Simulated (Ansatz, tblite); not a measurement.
# The cluster Al2Cu3+: competing shapes

One table from this session's results is given with a row withheld; the runs are named, their logs left out.

Program: Ansatz 0.2.0, Gaussian basis. Level of theory: relaxed with r2SCAN-D4/def2-SVP, singlet. These are calculated values, not measurements.

2 further runs of the same task are left out: 2 set aside as unsound or not needed. Runs told in other sessions of the task aren't counted.

**The system as given**

5 atoms, charge 1, spin multiplicity 1.

Atoms are counted from 1 here; the program's logs count them from 0.

Bond lengths: Al1–Al2 2.554 Å, Al1–Cu3 2.655 Å, Al2–Cu3 2.654 Å, Cu3–Cu4 2.290 Å, Cu3–Cu5 2.289 Å. Angles: Al2–Al1–Cu3 61.2°, Al1–Al2–Cu3 61.3°, Al1–Cu3–Al2 57.5°, Al1–Cu3–Cu4 80.4°, Al1–Cu3–Cu5 79.8°, Al2–Cu3–Cu4 80.5°, Al2–Cu3–Cu5 79.8°, Cu4–Cu3–Cu5 157.4°.

No spin-orbit coupling is included. The ion is computed in the gas phase, without counter-ions or solvent.

A search from random starts with GFN1-xTB found 6 distinct shapes; 2 go on here. The structure above is candidate A, which lies 0.00 eV above the lowest at that level; B lies 0.96 eV above the lowest at that level.

Set-up of the first run:

File in.yaml:

```yaml
crystal:
  periodic: [false, false, false]
  atoms:
    - {symbol: Al, position_ang: [0.045880, -1.760990, -0.095850]}
    - {symbol: Al, position_ang: [-0.467460, -0.019820, 1.700450]}
    - {symbol: Cu, position_ang: [0.189610, 0.813000, -0.731860]}
    - {symbol: Cu, position_ang: [2.284020, 0.516990, 0.145320]}
    - {symbol: Cu, position_ang: [-2.052040, 0.450820, -1.018050]}
basis:
  gaussian: {orbitals: def2-SVP}
total_charge: 1
hamiltonian: {xc: r2scan, dispersion: d4}
scf: {lower_state_search: "off"}
output: {orbitals: {seedname: orbitals}}
relax: {f_tol: 0.02, max_steps: 100}
```

Launch:

```console
$ ansatz run in.yaml --threads 4 --pin off --events-out ev --progress --plain --max-ram 4787MiB
```

Among the steps run: Relaxing candidate A; Relaxing candidate B; Candidate B, PBE0-D4/def2-TZVP; Candidate B, PBE-D4/def2-TZVP; Candidate B, r2SCAN-D4/def2-TZVP; Candidate B, HSE06-D4/def2-TZVP; Candidate B, LC-ωPBE/def2-TZVP; Candidate B, CCSD(T)/def2-TZVP.

One table of the session follows, with a row left open; its other results are not shown here.

It belongs to the step «B against A». 

```
              level  B above A (eV)
           GFN1-xTB          +0.497
           GFN2-xTB               ?
       HF/def2-TZVP          +1.186
   PBE-D4/def2-TZVP          +1.633
r2SCAN-D4/def2-TZVP          +1.900
  PBE0-D4/def2-TZVP          +1.760
 HSE06-D4/def2-TZVP          +1.748
  LC-ωPBE/def2-TZVP          +1.992
      MP2/def2-TZVP          +2.266
     CCSD/def2-TZVP          +1.592
  CCSD(T)/def2-TZVP          +1.742
```

Estimate the missing values for GFN2-xTB.

As computed: B above A (eV): +0.479. In the column «B above A (eV)» it is the lowest.

CCSD(T)/def2-TZVP is no safe reference here (restricted state is unstable towards broken spin symmetry).

Caveats from the session: A random search of this size may have missed the true lowest shape. Only singlets are compared; another spin may lie lower and prefer another shape.
